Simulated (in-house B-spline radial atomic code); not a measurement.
**Ho⁺: ionisation energy by several methods**

The task here is to estimate one member of a computed series from the others.

The numbers are computed with in-house B-spline radial atomic code version 1 (scalar-relativistic (X2C), several functionals, spin-polarised, exact exchange averaged over the configuration; spherical all-electron atom at the radial basis limit), except any that are marked as measured or tabulated.

**What is computed**

- element: holmium (Z = 67)
- charge: +1
- electrons: 66
- configuration: [Xe] 4f11 6s1
- nucleus: Fermi, rms radius 5.202 fm

The outer shells:

[Xe] 4f11 6s1
```
[Xe] core
4f [↑↓][↑↓][↑↓][↑↓][↑ ][↑ ][↑ ]
6s [↑ ]
```

Where spins are not typed, each open shell is filled with up spins first.

The first run:

The run's settings:

```ini
Z = 67
electrons = 66.0
configuration = [Xe] 4f11 6s1
hamiltonian = x2c
method = tpssh
spin_polarised = True
nucleus = fermi
rms_radius = 5.2022
mass_number = 165
atomic_mass = 164.930329116
speed_of_light = 137.035999084
exact_exchange = averaged over the configuration
```

Started as:

```bash
$ python run_scf.py task.json out
```

The settings of every run stand in task.json; they run in order.

Among the steps run: TPSSh, a global hybrid; LC-ωPBE, a range-separated hybrid; CAM-B3LYP, a range-separated hybrid; ωB97X, a range-separated hybrid; BHandHLYP, a global hybrid; B3LYP, a global hybrid.

One table of the session follows, with a row left open; its other results are not shown here.

```
   method  ΔSCF (eV)
    TPSSh          ?
BHandHLYP     11.714
    B3LYP     12.055
  LC-ωPBE     11.585
CAM-B3LYP     11.970
    ωB97X     11.361
```

Q: Estimate the row for TPSSh from the others.

As computed: ΔSCF (eV): 11.642. In the column «ΔSCF (eV)» it lies between LC-ωPBE (11.585) and BHandHLYP (11.714).
